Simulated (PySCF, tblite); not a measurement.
**C₄H₁₀P₂S: geometry, infrared bands and NMR shifts**

Aim: predict the infrared bands and NMR shifts of C₄H₁₀P₂S (`C[C@@H]1[C@@H](C)P1(P)=S`).

Programs: tblite 0.8.0 and PySCF 2.14.0, with density-fitted response routines of our own. Each step states its level of theory. These are calculated values for one molecule in the gas phase, unless marked as measured. Atoms are numbered from 0 throughout.

## Step 1: The molecule as given

17 atoms, charge 0, multiplicity 1; geometry from: force field or distance geometry start.

Bonds of the start (Å): C0–C1 1.51, C1–C2 1.51, C2–C3 1.51, C2–P4 1.79, P4–P5 2.14, P4–S6 1.73, P4–C1 1.81, C0–H7 1.12, C0–H8 1.10, C0–H9 1.13, C1–H10 1.10, C2–H11 1.10, C3–H12 1.09, C3–H13 1.12, C3–H14 1.12, P5–H15 1.45, P5–H16 1.46.

## Step 2: Geometry optimisation with GFN2-xTB

What the job is given:

```
{"job": {"kind": "relax", "xc": "GFN2-xTB", "basis": "xTB"}, "charge": 0, "multiplicity": 1}
C     -0.187300     1.696500     1.050000
C     -0.375700     0.892400    -0.212500
C     -0.578900    -0.593100    -0.003800
C     -1.714400    -1.156100    -0.823100
P      0.982400    -0.163500    -0.760500
P      2.703900    -0.412800     0.492100
S      1.176400    -0.195200    -2.474700
H     -0.175900     0.974400     1.904000
H      0.738800     2.291000     1.047700
H     -1.098400     2.352900     1.161400
H     -0.989900     1.338600    -1.002400
H     -0.521800    -0.944600     1.042100
H     -1.410700    -1.921900    -1.537500
H     -2.419300    -1.624500    -0.084000
H     -2.304700    -0.338800    -1.303800
H      3.805500    -1.040100    -0.208300
H      2.363000    -1.143200     1.703600
```

On the command line:

```bash
$ OMP_NUM_THREADS=1 python probes_run.py task.json out
```

One launch serves the whole session: the jobs run in the order shown.

**Question.** This job is followed by: GFN2-xTB harmonic vibrations, gas phase; GIAO PBE0/pcSseg-1 NMR shielding, non-relativistic, gas phase. Predict these results of the whole session: strongest single infrared mode (GFN2-xTB); zero-point energy (GFN2-xTB); 13C shifts against TMS (PBE0/pcSseg-1); 1H shifts against TMS (PBE0/pcSseg-1, means over atoms taken as alike); 31P shifts against H3PO4 (PBE0/pcSseg-1); 33S shifts against CS2 (PBE0/pcSseg-1).

As calculated:

| quantity | value |
| --- | --- |
| strongest single infrared mode (GFN2-xTB) | 3001 cm⁻¹, 62 km/mol |
| zero-point energy (GFN2-xTB) | 80.5 kcal/mol |
| 13C shifts against TMS (PBE0/pcSseg-1) | 37.9, 35.0, 19.6, 14.6 ppm |
| 1H shifts against TMS (PBE0/pcSseg-1, means over atoms taken as alike) | 3.19, 1.52, 1.38, 1.17, 1.07 ppm |
| 31P shifts against H3PO4 (PBE0/pcSseg-1) | -84.6, -153.9 ppm |
| 33S shifts against CS2 (PBE0/pcSseg-1) | -229 ppm |

Relaxing lowered the energy by 2.702 eV in 173 steps; the close pair that moved most is P4–S6, from 1.725 to 1.955 Å. No mode is imaginary among the 45: a minimum at this level. GFN2-xTB is a fitted tight-binding method: band positions and strengths are rough. Its intensities can rank the bands wrongly. At PBE0/pcSseg-1: Shielding is most anisotropic at S6 (span 604 ppm, paramagnetic term -326 ppm).
